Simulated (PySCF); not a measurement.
**GaBr (SMILES [Ga][Br]): levels of theory compared**

We compute a comparison of 6 runs (HF/3-21G, B3LYP/6-31G*, BHLYP/aug-cc-pVTZ, CAM-B3LYP/aug-cc-pVTZ, SVWN5/aug-cc-pVTZ, CCSD(T)/aug-cc-pVTZ) of GaBr. Input form: a Python script.

Program for the calculation: PySCF 2.14.0.

2 further runs of the same task are left out: 2 set aside as unsound or not needed.

### 1 The system as given

GaBr: 2 atoms, total charge 0, spin state singlet. SMILES: `[Ga][Br]`. Geometry: relaxed at PBE0-D4/def2-TZVP.

Bond lengths: Ga1–Br2 2.374 Å.

### 2 A single-point energy at HF/3-21G (run 1)

Input file run.py:

```python
from pyscf import gto, scf

molecule = gto.Mole()
molecule.atom = [
    ('Ga', (-0.000000, -0.000000, 0.013830)),
    ('Br', (0.000000, 0.000000, 2.388120)),
]
molecule.verbose = 4
molecule.spin = 0
molecule.max_memory = 1860
molecule.basis = '3-21g'
molecule.build()

hf = scf.RHF(molecule)
hf.conv_tol = 1e-10
hf.kernel()
if not hf.converged:
    hf = hf.newton().run(hf.mo_coeff, hf.mo_occ)

energy = hf.e_tot
print('E = %.10f Eh' % energy)
```

Run with:

```bash
OMP_NUM_THREADS=1 python run.py
```

Log:

```text
PySCF version 2.14.0

[... 54 lines left out ...]
converged SCF energy = -4473.94107145418
E = -4473.9410714542 Eh
```

It took 0.66 s on 1 thread of Arm Neoverse V2, shared host; peak memory 0.1 GiB.

### 3 A single-point energy at B3LYP/6-31G(d) (spherical functions) (run 2)

Input file job.py:

```python
from pyscf import gto, dft

mol = gto.Mole()
mol.atom = 'Ga -0.000000 -0.000000 0.013830; Br 0.000000 0.000000 2.388120'
mol.charge = 0
mol.basis = '6-31g*'
mol.verbose = 4
mol.max_memory = 1860
mol.build()

mf = dft.RKS(mol)
mf.xc = 'b3lyp'
mf.conv_tol = 1e-10
mf.grids.level = 5
mf.kernel()
if not mf.converged:
    mf = mf.newton().run(mf.mo_coeff, mf.mo_occ)

e_tot = mf.e_tot
print(f'total energy: {e_tot:.8f} hartree')
```

Run with:

```bash
OMP_NUM_THREADS=1 python job.py
```

Log:

```text
PySCF version 2.14.0

[... 70 lines left out ...]
converged SCF energy = -4498.57402742874
total energy: -4498.57402743 hartree
```

Run time: 6 s. Hardware: 1 thread of Arm Neoverse V2, shared host; peak memory 0.31 GiB.

Runs 3 to 4 aren't shown in full; the table further down has their settings and results.

### 4 A single-point energy at SVWN5/aug-cc-pVTZ (run 5)

Input file job.py:

```python
from pyscf import gto, dft

system = gto.Mole()
system.atom = '''
Ga     0.000000     0.000000     0.026135
Br     0.000000     0.000000     4.512893
'''
system.max_memory = 1860
system.unit = 'bohr'
system.basis = 'aug-cc-pvtz'
system.spin = 0
system.verbose = 3
system.build()

ks = dft.RKS(system, xc='svwn')
ks.conv_tol = 1e-10
ks.grids.level = 5
ks.kernel()
if not ks.converged:
    ks = ks.newton().run(ks.mo_coeff, ks.mo_occ)

e_tot = ks.e_tot
print('Final energy', e_tot)
```

Run with:

```bash
OMP_NUM_THREADS=1 python job.py
```

Log:

```text
converged SCF energy = -4492.59886786454
Final energy -4492.598867864539
```

Run time: 9.6 s. Hardware: 1 thread of Arm Neoverse V2, shared host; peak memory 0.43 GiB.

### 5 A single-point energy at CCSD(T)/aug-cc-pVTZ (run 6)

Input file input.py:

```python
from pyscf import gto, cc

mol = gto.M(
    atom='''
Ga   0.000000   0.000000   0.013830
Br   0.000000   0.000000   2.388120
''',
    basis='aug-cc-pvtz',
    spin=0,
    max_memory=1860,
    verbose=3,
)

mf = mol.RHF()
mf.conv_tol = 1e-10
mf.kernel()
if not mf.converged:
    mf = mf.newton().run(mf.mo_coeff, mf.mo_occ)

mycc = cc.CCSD(mf, frozen=18)
mycc.kernel()
e_t = mycc.ccsd_t()
energy = mycc.e_tot + e_t
print('E(%s) = %.9f' % ('CCSD(T)', energy))
```

Run with:

```bash
OMP_NUM_THREADS=1 python input.py
```

Log:

```text
converged SCF energy = -4495.82580483359
E(CCSD) = -4496.197316088872  E_corr = -0.3715112552769957
CCSD(T) correction = -0.0182923880261508
E(CCSD(T)) = -4496.215608477
```

Wall time 1.9 min (1 thread of Arm Neoverse V2, shared host); peak memory 0.93 GiB.

### 6 All runs side by side

```csv
run,level,integration grid,frozen core orbitals,energy (Eh),dipole moment (D) of the reference,HOMO energy (eV),LUMO energy (eV),wall time
1,HF/3-21G,–,–,-4473.941071,2.85,-8.97,0.74,0.66 s
2,B3LYP/6-31G* (spherical functions),5,–,-4498.574027,2.42,-7.20,-2.05,6 s
3,BHLYP/aug-cc-pVTZ,5,–,-4499.131018,2.67,-8.19,-1.15,14 s
4,CAM-B3LYP/aug-cc-pVTZ,5,–,-4499.403807,2.65,-8.57,-0.98,52 s
5,SVWN5/aug-cc-pVTZ,5,–,-4492.598868,2.38,-6.59,-2.74,9.6 s
6,CCSD(T)/aug-cc-pVTZ,–,18,-4496.215608,2.58,-9.34,0.42,1.9 min
```

### 7 Summary of results

| quantity | value |
| --- | --- |
| run 6: total energy | -4496.21561 Eh |
| run 6: dipole moment (Hartree–Fock density) | 2.58 D |
| run 6: HOMO energy (Hartree–Fock orbitals) | -9.34 eV |
| run 6: LUMO energy (Hartree–Fock orbitals) | 0.42 eV |
| run 6: HOMO–LUMO gap (Hartree–Fock orbitals) | 9.77 eV |
| run 6: correlation energy (18 core orbitals frozen) | -389.8 mEh |
| run 6: (T) correction | -18.29 mEh |
| run 6: T1 diagnostic | 0.010 |

Over runs 1, 2, 3, 4, 5 the dipole moment (its size) runs from 2.38 D (SVWN5/aug-cc-pVTZ) to 2.85 D (HF/3-21G). The two ends differ in method and basis. Over runs 1, 2, 3, 4, 5 the HOMO–LUMO gap runs from 3.85 eV (SVWN5/aug-cc-pVTZ) to 9.71 eV (HF/3-21G). Totals of different functionals can't be ranked against each other. All runs together took 3.3 min, the longest 1.9 min.
